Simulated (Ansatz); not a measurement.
# H4OSi: the cost of one run

Method: PBE0-D4/def2-TZVP structures, single points in def2-TZVPP, no counterpoise correction; program: Ansatz 0.2.0, Gaussian basis.

Levels: SPW92, PBE-D4, BLYP-D4, r2SCAN-D4, B97M-V, PBE0-D4, B3LYP-D4, r2SCAN0-D4, BHLYP-D4, CAM-B3LYP-D4, wB97X-V, wB97M-V, B2PLYP, PBE-QIDH, RPA on PBE, Hartree-Fock, MP2, CCSD, CCSD(T).

Cores are frozen in the correlated methods. B3LYP uses VWN-RPA correlation. B2PLYP carries no dispersion term here.

113 further runs of the same task are left out: 113 set aside as unsound or not needed.

## 1. The system as given

The complex: 14 atoms, charge 0, spin multiplicity 1.

Atoms are counted from 1 here; the program's logs count them from 0.

Bond lengths: Si1–H3 1.493 Å, Si1–H4 1.481 Å, Si1–H5 1.488 Å, Si1–O7 1.681 Å, N2–H8 1.023 Å, N2–H10 1.013 Å, N2–H11 1.013 Å, H6–N9 1.014 Å, O7–H12 0.958 Å, N9–H13 1.013 Å, N9–H14 1.013 Å. Angles: H3–Si1–H4 115.7°, H3–Si1–H5 113.3°, H3–Si1–O7 104.5°, H4–Si1–H5 117.2°, H4–Si1–O7 98.4°, H5–Si1–O7 104.9°, H8–N2–H10 108.7°, H8–N2–H11 108.8°, H10–N2–H11 107.8°, Si1–O7–H12 116.1°, H6–N9–H13 107.4°, H6–N9–H14 106.7°, H13–N9–H14 107.3°.

Geometry (Å):

```xyz
14
H10N2OSi
Si    0.6559    1.3593   -0.1708
N     0.9502   -0.7866    0.9211
H     0.6121    0.3901   -1.3052
H    -0.4905    1.3042    0.7658
H     2.0126    1.5108    0.4220
H    -1.5607   -1.0954   -1.0312
O     0.3258    2.8486   -0.8776
H     0.1044   -1.3163    0.6949
N    -1.7489   -1.6583   -0.2090
H     1.7551   -1.3007    0.5848
H     1.0291   -0.7121    1.9279
H     0.9681    3.1647   -1.5137
H    -2.1459   -2.5344   -0.5252
H    -2.4671   -1.1740    0.3166
```

Its parts: SiH₄O holds atoms 1, 3, 4, 5, 7, 12; NH₃ holds atoms 2, 8, 10, 11; NH₃ holds atoms 6, 9, 13, 14. Each part counts its atoms afresh in its own runs.

## 2. Relaxing SiH₄O alone

File relax-a/in.yaml:

```yaml
crystal:
  periodic: [false, false, false]
  atoms:
    - {symbol: Si, position_ang: [0.655920, 1.359331, -0.170833]}
    - {symbol: H, position_ang: [0.612099, 0.390143, -1.305194]}
    - {symbol: H, position_ang: [-0.490469, 1.304176, 0.765779]}
    - {symbol: H, position_ang: [2.012550, 1.510770, 0.421977]}
    - {symbol: O, position_ang: [0.325773, 2.848623, -0.877647]}
    - {symbol: H, position_ang: [0.968063, 3.164699, -1.513746]}
basis:
  gaussian: {orbitals: def2-TZVP}
hamiltonian: {xc: pbe0, dispersion: d4}
relax: {f_tol: 0.005, max_steps: 200}
```

Command:

```sh
$ ansatz run in.yaml --threads 8 --pin off --events-out ev --progress --plain --max-ram 19148MiB
```

**Question.** How long does this run take on 8 threads of Arm Neoverse V1, shared host?

About 2.6 s.
